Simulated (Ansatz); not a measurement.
# C4H7B: basis-set convergence

An exercise on one series of results from a longer session: the logs are not shown, and one member is left open.

The runs use Ansatz 0.2.0, Gaussian basis; one geometry, several basis sets.

The runs, in order: PBE0-D4/def2-SVP; ωB97M-V/def2-SVP; PBE0-D4/def2-QZVPP; ωB97M-V/def2-QZVPP; the functionals' def2-TZVPP values are taken from earlier runs.

## Structure used throughout

All runs share one geometry, relaxed beforehand with PBE0-D4 in a triple-zeta def2 set.

SMILES `C#CB(C)C`, 12 atoms, charge 0, spin multiplicity 1.

Atoms are counted from 1 here; the program's logs count them from 0.

Bond lengths: C1–C2 1.208 Å, C1–H6 1.066 Å, C2–B3 1.525 Å, B3–C4 1.564 Å, B3–C5 1.564 Å, C4–H7 1.092 Å, C4–H8 1.101 Å, C4–H9 1.091 Å, C5–H10 1.101 Å, C5–H11 1.091 Å, C5–H12 1.093 Å. Angles: C2–C1–H6 180.0°, C1–C2–B3 179.9°, C2–B3–C4 119.1°, C2–B3–C5 119.2°, C4–B3–C5 121.7°, B3–C4–H7 113.4°, B3–C4–H8 106.2°, B3–C4–H9 114.2°, H7–C4–H8 106.3°, H7–C4–H9 110.0°, H8–C4–H9 106.1°, B3–C5–H10 106.3°, B3–C5–H11 114.3°, B3–C5–H12 113.2°, H10–C5–H11 106.2°, H10–C5–H12 106.2°, H11–C5–H12 110.0°.

Coordinates:

```xyz
12
C4H7B
C    -0.66164    2.53231    0.48449
C    -0.35787    1.38328    0.26685
B     0.02419   -0.06746   -0.00921
C    -0.66581   -1.20563    0.81189
C     1.09459   -0.37905   -1.10597
H    -0.92983    3.54563    0.67633
H    -0.07841   -2.12576    0.85494
H    -1.59222   -1.45480    0.27253
H    -0.97072   -0.90975    1.81716
H     2.07097   -0.35712   -0.59848
H     1.14876    0.36326   -1.90396
H     0.99499   -1.38012   -1.53236
```

The first run:

Contents of in.yaml:

```yaml
crystal:
  periodic: [false, false, false]
  atoms:
    - {symbol: C, position_ang: [-0.661643, 2.532308, 0.484494]}
    - {symbol: C, position_ang: [-0.357872, 1.383276, 0.266854]}
    - {symbol: B, position_ang: [0.024186, -0.067464, -0.009213]}
    - {symbol: C, position_ang: [-0.665807, -1.205627, 0.811886]}
    - {symbol: C, position_ang: [1.094586, -0.379050, -1.105972]}
    - {symbol: H, position_ang: [-0.929828, 3.545627, 0.676329]}
    - {symbol: H, position_ang: [-0.078405, -2.125761, 0.854935]}
    - {symbol: H, position_ang: [-1.592221, -1.454796, 0.272534]}
    - {symbol: H, position_ang: [-0.970720, -0.909746, 1.817160]}
    - {symbol: H, position_ang: [2.070975, -0.357115, -0.598484]}
    - {symbol: H, position_ang: [1.148757, 0.363264, -1.903958]}
    - {symbol: H, position_ang: [0.994994, -1.380117, -1.532365]}
basis:
  gaussian: {orbitals: def2-SVP}
hamiltonian: {xc: pbe0, dispersion: d4}
output: {orbitals: {seedname: orbitals}}
```

Steps of the session up to this table: PBE0-D4 in def2-SVP; ωB97M-V in def2-SVP; PBE0-D4 in def2-QZVPP; ωB97M-V in def2-QZVPP.

One of the session's tables, all rows but one given; the rest of the session is left out.

It belongs to the step «Density functionals: the series». 

```
functional       basis  HOMO (eV)
   PBE0-D4    def2-SVP      -7.70
   PBE0-D4  def2-TZVPP      -7.77
   PBE0-D4  def2-QZVPP      -7.79
   ωB97M-V    def2-SVP      -9.95
   ωB97M-V  def2-TZVPP     -10.03
   ωB97M-V  def2-QZVPP          ?
```

Q: Estimate the row for ωB97M-V, def2-QZVPP from the others.

The run gave: HOMO (eV): -10.04. In the column «HOMO (eV)» it is the lowest.
